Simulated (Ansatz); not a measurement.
# C7H8FIn: geometry optimisation

Aim: relax C7H8FIn from a cheap starting geometry, and look at its orbitals and charge.

Computed with Ansatz 0.2.0, Gaussian basis. Level: RKS PBE0-D4/def2-TZVP.

Plan: relaxation at PBE0-D4/def2-TZVP; a single point in def2-TZVPP for the fields.

## (1) The starting structure

17 atoms, charge 0, spin multiplicity 1.

Atoms are counted from 1 here; the program's logs count them from 0.

Bond lengths: C1–In2 2.250 Å, C1–H10 1.087 Å, C1–H11 1.086 Å, C1–H12 1.087 Å, In2–F3 1.995 Å, In2–C4 2.236 Å, C4–C5 1.384 Å, C4–C9 1.384 Å, C5–C6 1.387 Å, C5–H13 1.085 Å, C6–C7 1.384 Å, C6–H14 1.081 Å, C7–C8 1.385 Å, C7–H15 1.081 Å, C8–C9 1.386 Å, C8–H16 1.081 Å, C9–H17 1.085 Å. Angles: In2–C1–H10 110.0°, In2–C1–H11 110.4°, In2–C1–H12 104.4°, H10–C1–H11 110.4°, H10–C1–H12 110.7°, H11–C1–H12 110.8°, C1–In2–F3 108.4°, C1–In2–C4 146.3°, F3–In2–C4 105.4°, In2–C4–C5 121.7°, In2–C4–C9 117.6°, C5–C4–C9 120.7°, C4–C5–C6 119.5°, C4–C5–H13 120.6°, C6–C5–H13 119.9°, C5–C6–C7 120.1°, C5–C6–H14 119.8°, C7–C6–H14 120.2° and more.

The start is a GFN2-xTB geometry. In takes the def2 core potential; no spin-orbit term is included.

## (2) Relaxation at PBE0-D4/def2-TZVP

in.yaml reads:

```yaml
crystal:
  periodic: [false, false, false]
  atoms:
    - {symbol: C, position_ang: [3.288100, -0.936150, -2.035290]}
    - {symbol: In, position_ang: [1.720710, -0.853730, -0.422980]}
    - {symbol: F, position_ang: [2.297880, -2.037770, 1.075180]}
    - {symbol: C, position_ang: [-0.236110, 0.013280, 0.225850]}
    - {symbol: C, position_ang: [-0.945570, 0.890060, -0.575880]}
    - {symbol: C, position_ang: [-2.151800, 1.404840, -0.124070]}
    - {symbol: C, position_ang: [-2.638060, 1.042310, 1.120380]}
    - {symbol: C, position_ang: [-1.923570, 0.164090, 1.918420]}
    - {symbol: C, position_ang: [-0.717770, -0.353150, 1.470310]}
    - {symbol: H, position_ang: [3.752710, 0.039160, -2.152210]}
    - {symbol: H, position_ang: [2.849860, -1.261670, -2.974180]}
    - {symbol: H, position_ang: [4.009120, -1.663820, -1.673070]}
    - {symbol: H, position_ang: [-0.566770, 1.175940, -1.551200]}
    - {symbol: H, position_ang: [-2.709800, 2.090130, -0.746630]}
    - {symbol: H, position_ang: [-3.577080, 1.447210, 1.469820]}
    - {symbol: H, position_ang: [-2.303270, -0.118370, 2.890220]}
    - {symbol: H, position_ang: [-0.148590, -1.042380, 2.085320]}
basis:
  gaussian: {orbitals: def2-TZVP}
hamiltonian: {xc: pbe0, dispersion: d4}
relax: {f_tol: 0.005, max_steps: 150}
```

The run is started by

```
ansatz run in.yaml --threads 2 --pin off --events-out ev --progress --plain --max-ram 22528MiB --backend cuda --devices 0, --max-vram 18GiB
```

After this run come: Fields at the relaxed geometry.

**Question.** What will the summary of the whole plan be? Wanted: point group; shift from the start; total energy; dispersion term; dipole moment; HOMO, LUMO.

The runs gave:

| quantity | value |
| --- | --- |
| point group | C1 |
| steps | 7 |
| shift from the start (rms) | 0.088 Å |
| total energy | -15273.6526 eV |
| dispersion term | -405 meV |
| dipole moment | 3.58 D |
| HOMO, LUMO | -7.46, -1.38 eV |

In words: The relaxed geometry lies 0.09 Å (rms) from the start; the bond that changed most is C1–In2, from 2.250 to 2.127 Å. No vibrations were run, so it is not proven to be a minimum. The largest Mulliken charge, +0.76 e, sits on In2. The HOMO lies mostly on C6, C9 about 25 % each; C5, C8 about 16 % each and the LUMO on In2 41 %; C4 12 %.
